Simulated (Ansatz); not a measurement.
# CH6BNOSi: the cost of one run

All numbers below are computed with Ansatz 0.2.0 (RKS PBE-D4/def2-mTZVP).

### 1 Starting point

Bond lengths: O1–Si2 1.671 Å, Si2–C3 1.791 Å, C3–B4 1.669 Å, Si2–N5 1.764 Å, B4–N5 1.584 Å, O1–H6 1.061 Å, Si2–H7 1.485 Å, C3–H8 1.062 Å, C3–H9 1.138 Å, B4–H10 1.135 Å, N5–H11 1.051 Å. Angles (14 of 19 angles, heavy atoms first): O1–Si2–C3 111.1°, O1–Si2–N5 109.6°, C3–Si2–N5 79.0°, Si2–C3–B4 94.3°, C3–B4–N5 88.0°, Si2–N5–B4 98.5°, O1–Si2–H7 119.5°, C3–Si2–H7 116.9°, N5–Si2–H7 113.6°, Si2–O1–H6 104.2°, Si2–C3–H8 116.3°, Si2–C3–H9 109.8°, B4–C3–H8 113.7°, B4–C3–H9 106.5°.

Structure file:

```xyz
11

O    -2.0601    0.3264    0.3673
Si   -0.4349    0.6321    0.6066
C     0.5110    0.2808   -0.8729
B     1.2524   -1.0698   -0.2305
N     0.3853   -0.8564    1.0779
H    -2.4122    1.1839   -0.1494
H    -0.0223    1.8165    1.4017
H    -0.0493    0.0831   -1.7526
H     1.3254    1.0647   -1.0059
H     1.9167   -1.9140   -0.5975
H    -0.3465   -1.6043    1.1759
```

### 2 Relaxing end A

input.yaml reads:

```yaml
crystal:
  periodic: [false, false, false]
  atoms:
    - { symbol: O, position_ang: [-2.0601, 0.3264, 0.3673] }
    - { symbol: Si, position_ang: [-0.4349, 0.6321, 0.6066] }
    - { symbol: C, position_ang: [0.511, 0.2808, -0.8729] }
    - { symbol: B, position_ang: [1.2524, -1.0698, -0.2305] }
    - { symbol: "N", position_ang: [0.3853, -0.8564, 1.0779] }
    - { symbol: H, position_ang: [-2.4122, 1.1839, -0.1494] }
    - { symbol: H, position_ang: [-0.0223, 1.8165, 1.4017] }
    - { symbol: H, position_ang: [-0.0493, 0.0831, -1.7526] }
    - { symbol: H, position_ang: [1.3254, 1.0647, -1.0059] }
    - { symbol: H, position_ang: [1.9167, -1.914, -0.5975] }
    - { symbol: H, position_ang: [-0.3465, -1.6043, 1.1759] }
basis:
  gaussian: { orbitals: def2-mTZVP }
hamiltonian:
  xc: pbe
  dispersion: d4
relax:
  f_tol: 0.015
  max_steps: 40
```

The run is started by

```console
> ansatz run input.yaml --threads 2 --pin off --max-ram 3072MiB --backend cpu --events-out ev --progress --plain --runs-dir out
```

What time and memory should one allow on 2 threads of Arm Neoverse V1, shared host?

About 46 s, with a peak of 0.18 GiB.
